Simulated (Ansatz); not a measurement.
Molecular dynamics of CsHS

The input (input.yaml):

```yaml
crystal:
  lattice:
    - [8.309923, 0.0, 0.0]
    - [0.0, 8.309923, 0.0]
    - [0.0, 0.0, 9.162888]
  atoms:
    - { symbol: Cs, position: [0.39385504, -0.02841096, 0.32489894] }
    - { symbol: Cs, position: [-0.11704152, 0.06283326, 0.2308393] }
    - { symbol: Cs, position: [0.03803652, -0.05507041, 0.79160838] }
    - { symbol: Cs, position: [0.00743409, 0.5002383, 0.19727107] }
    - { symbol: H, position: [0.29683762, 0.16616372, 0.15087543] }
    - { symbol: H, position: [0.19751248, 0.56638287, 0.44083825] }
    - { symbol: H, position: [0.16284914, 0.75325752, 0.02697629] }
    - { symbol: H, position: [0.20605257, 0.27415925, 0.4391832] }
    - { symbol: S, position: [0.76122216, 0.25028273, -0.07112052] }
    - { symbol: S, position: [0.22059317, 0.20408794, 0.0284896] }
    - { symbol: S, position: [0.30200893, 0.27214136, 0.55511102] }
    - { symbol: S, position: [0.8428347, 0.32604182, 0.53065456] }
    - { symbol: Cs, position: [0.05471482, 0.51260534, 0.779568] }
    - { symbol: Cs, position: [0.5561258, 0.50928402, 0.75892881] }
    - { symbol: Cs, position: [0.57096955, 0.48962825, 0.1839389] }
    - { symbol: Cs, position: [0.48583511, -0.02124133, 0.75854219] }
    - { symbol: H, position: [0.71233598, 0.69199832, 0.48461247] }
    - { symbol: H, position: [0.78214493, 0.21898887, -0.21686055] }
    - { symbol: H, position: [0.69106819, 0.26800609, 0.54013064] }
    - { symbol: H, position: [0.71855778, 0.93570421, -0.01154943] }
    - { symbol: S, position: [0.12639411, 0.72575828, 0.42046022] }
    - { symbol: S, position: [0.73534617, 0.85076522, 0.48327658] }
    - { symbol: S, position: [0.73814719, 0.77972661, -0.04084743] }
    - { symbol: S, position: [0.32251598, 0.72005606, -0.00754722] }
basis:
  ecutwfc: 420.0
kpoints:
  mp_grid: { grid: [1, 1, 1] }
hamiltonian:
  xc: pbe
  dispersion: d3bj
scf:
  occupations: { method: fermi_dirac, width: 0.05 }
  lower_state_search: "off"
md:
  timestep: 0.75
  n_steps: 400
  ensemble: nvt_langevin
  temperature: 1440.0
  initial_velocities: maxwell_boltzmann
  seed: 633549
  friction: 0.05
```

Command:

```bash
$ ansatz run input.yaml --threads 1 --pin off --max-ram 3072MiB --backend cpu --events-out ev --progress --plain --runs-dir out
```

It goes on from the last frame of an earlier run, with new velocities.

Output, in part (step lines):

```
md step     0: t =     0.00 fs  T =  1380.0 K  F+E_penalty+E_count = -52728.02668088 eV  E_kin = 4.281091 eV  (8 SCF iters)
[... lines left out ...]
```

The steps, from the saved trajectory:

| time (fs) | T (K) | potential energy less start (eV) |
| --- | --- | --- |
| 0.0 | 1380 | 0.000 |
| 9.8 | 1624 | 0.382 |
| 19.5 | 1241 | 0.076 |
| 29.2 | 1667 | 0.343 |
| 39.0 | 1016 | 0.449 |
| 48.8 | 1416 | 0.298 |
| 58.5 | 1392 | 0.389 |
| 68.2 | 1805 | 0.496 |
| 78.0 | 1939 | 0.531 |
| 87.8 | 1697 | 0.403 |
| 97.5 | 1352 | 0.427 |
| 107.2 | 1212 | 0.376 |
| 117.0 | 1156 | 0.893 |
| 126.8 | 1336 | 0.777 |
| 136.5 | 1243 | 1.477 |
| 146.2 | 1337 | 1.262 |
| 156.0 | 1271 | 0.724 |
| 165.8 | 1207 | 0.648 |
| 175.5 | 1227 | 0.350 |
| 185.2 | 1557 | 0.490 |
| 195.0 | 1436 | -0.033 |
| 204.8 | 1295 | 0.371 |
| 214.5 | 1244 | 0.231 |
| 224.2 | 1366 | 0.466 |
| 234.0 | 1396 | 1.239 |
| 243.8 | 1630 | 1.363 |
| 253.5 | 1843 | 0.772 |
| 263.2 | 1282 | 1.639 |
| 273.0 | 1443 | 1.243 |
| 282.8 | 1665 | 0.960 |
| 292.5 | 1494 | 0.873 |

The run went to its last step. A run of 0.3 ps of so small a system gives no equilibrium averages. Limits of this set-up: coarse k mesh.

Mean squared displacements from the first frame to the last, about the centre of mass: Cs 0.16 Å², H 2.41 Å², S 0.46 Å².

Last frame:

```xyz
24
Lattice="8.3099 0.0000 0.0000 0.0000 8.3099 0.0000 0.0000 0.0000 9.1629" Properties=species:S:1:pos:R:3
Cs 3.349 0.089 2.888
Cs -0.834 0.596 2.409
Cs 0.419 -0.223 7.140
Cs 0.175 4.141 1.715
H 0.938 1.953 -0.036
H 3.373 5.678 3.905
H 1.290 6.471 -0.819
H 1.901 1.720 5.845
S 6.370 2.047 -0.682
S 2.168 1.716 0.447
S 2.501 2.491 4.830
S 6.464 2.892 4.444
Cs 0.233 4.035 7.259
Cs 4.486 4.039 6.448
Cs 4.285 4.415 1.886
Cs 4.090 -0.009 7.383
H 6.542 5.627 4.345
H 6.659 0.580 -0.705
H 5.381 2.278 4.048
H 5.872 7.281 0.824
S 2.076 5.960 4.180
S 6.117 6.779 4.955
S 7.041 6.482 0.378
S 2.494 6.026 0.030
```

Run time: 24 min on 1 thread of Arm Neoverse V1 (shared host), peak memory 0.57 GiB.
